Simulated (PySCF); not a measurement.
# C6H7B: geometry, NMR shifts, spin-spin couplings and electronic excitations

Wanted: the NMR shifts, spin-spin couplings and electronic excitations of C6H7B (`B1C=CC=CC=C1`), by calculation.

Computed with PySCF 2.14.0, with density-fitted response routines of our own, on a single molecule in the gas phase. Atoms count from 0, in the outputs and in this text.

### 1 Starting geometry

14 atoms, charge 0, multiplicity 1; geometry from: GFN2-xTB.

Bonds of the start (Å): B0–C1 1.53, C1–C2 1.36, C2–C3 1.41, C3–C4 1.37, C4–C5 1.41, C5–C6 1.36, C6–B0 1.53, B0–H7 1.18, C1–H8 1.09, C2–H9 1.09, C3–H10 1.08, C4–H11 1.09, C5–H12 1.09, C6–H13 1.09.

### 2 Relaxing the molecule at PBE0-D3(BJ)/def2-SVP

Job settings and geometry (Å):

```
{"job": {"xc": "PBE0", "basis": "def2-SVP", "d3": "d3bj", "grid": 1, "kind": "geom"}, "charge": 0, "multiplicity": 1}
B     -0.101390     1.697742     0.125938
C     -1.397022     0.893002     0.128787
C     -1.572897    -0.455839     0.042445
C     -0.595489    -1.469171    -0.077431
C      0.765853    -1.383416    -0.139831
C      1.615495    -0.254960    -0.099109
C      1.280257     1.061251     0.015348
H     -0.171010     2.869171     0.212846
H     -2.325041     1.453101     0.212349
H     -2.591313    -0.836073     0.065220
H     -0.999742    -2.474753    -0.128031
H      1.286176    -2.330801    -0.235488
H      2.671554    -0.504192    -0.169982
H      2.133892     1.734464     0.024774
```

**Question.** This job is followed by: GIAO PBE0/pcSseg-1 NMR shielding, non-relativistic, gas phase; B3LYP/pcJ-1 indirect spin-spin coupling, non-relativistic, gas phase; TDDFT PBE0/def2-SVPD, vertical, gas phase, core orbitals frozen in the response; GIAO KT2/pcSseg-2 NMR shielding, non-relativistic, gas phase. Predict these results of the whole session: point group; rotational constants (main isotopes); 13C shifts against TMS (PBE0/pcSseg-1, means over atoms taken as alike); 1H shifts against TMS (PBE0/pcSseg-1, means over atoms taken as alike); 11B shifts against BF3·OEt2 (PBE0/pcSseg-1); largest coupling of the table (B3LYP/pcJ-1); lowest singlet (PBE0/def2-SVPD); brightest single state of those computed; lowest triplet; vertical ionisation energy (ΔSCF); vertical electron affinity (ΔSCF); range of the shift of C2.

**Answer**, as computed:

| quantity | value |
| --- | --- |
| point group | C2v |
| rotational constants (main isotopes) | 3.73, 3.51, 1.81 GHz |
| 13C shifts against TMS (PBE0/pcSseg-1, means over atoms taken as alike) | 164.2, 155.3, 143.4 ppm |
| 1H shifts against TMS (PBE0/pcSseg-1, means over atoms taken as alike) | 8.59, 8.17, 7.57, 6.46 ppm |
| 11B shifts against BF3·OEt2 (PBE0/pcSseg-1) | 45.1 ppm |
| largest coupling of the table (B3LYP/pcJ-1) | 1J(C,H) C3–H10, 160.0 Hz |
| lowest singlet (PBE0/def2-SVPD) | 4.60 eV (269 nm), f = 0.040 |
| brightest single state of those computed | state 7, 6.17 eV, f = 0.617 |
| lowest triplet | 2.74 eV |
| vertical ionisation energy (ΔSCF) | 8.97 eV |
| vertical electron affinity (ΔSCF) | 0.36 eV |
| range of the shift of C2 | 146.9 to 155.3 ppm |

**Reading.** The optimisation took 4 steps and gained 0.043 eV; among the close pairs (by a distance rule), B0–H7 changed most, from 1.177 to 1.214 Å. No frequency check was run at this level, so the end point may be a saddle. At PBE0/pcSseg-1: The largest span, 300 ppm, is at C1, C6, where the paramagnetic term is -236 ppm. NICS(1)zz of -20 ppm above the planar ring from B0 marks a diatropic (aromatic) ring current. Of the pairs tabulated at B3LYP/pcJ-1, C3–H10 (mean over like pairs) couples most strongly (160.0 Hz; Fermi contact 158.9 Hz). The first singlet state (HOMO→LUMO+1 0.71, HOMO−1→LUMO 0.28) lies at 4.60 eV and is weak; of the 10 states computed, the strongest absorption comes from state 7 at 6.17 eV. The lowest triplet lies 1.86 eV below the lowest singlet (triplets in Tamm-Dancoff, singlets in full TDDFT). The orbital energy would give 7.18 eV for ionisation, ΔSCF gives 8.97 eV. Across the 2 runs the shift of C2 (with its like atoms) moves most, between 146.9 (KT2/pcSseg-2) and 155.3 ppm (PBE0/pcSseg-1).
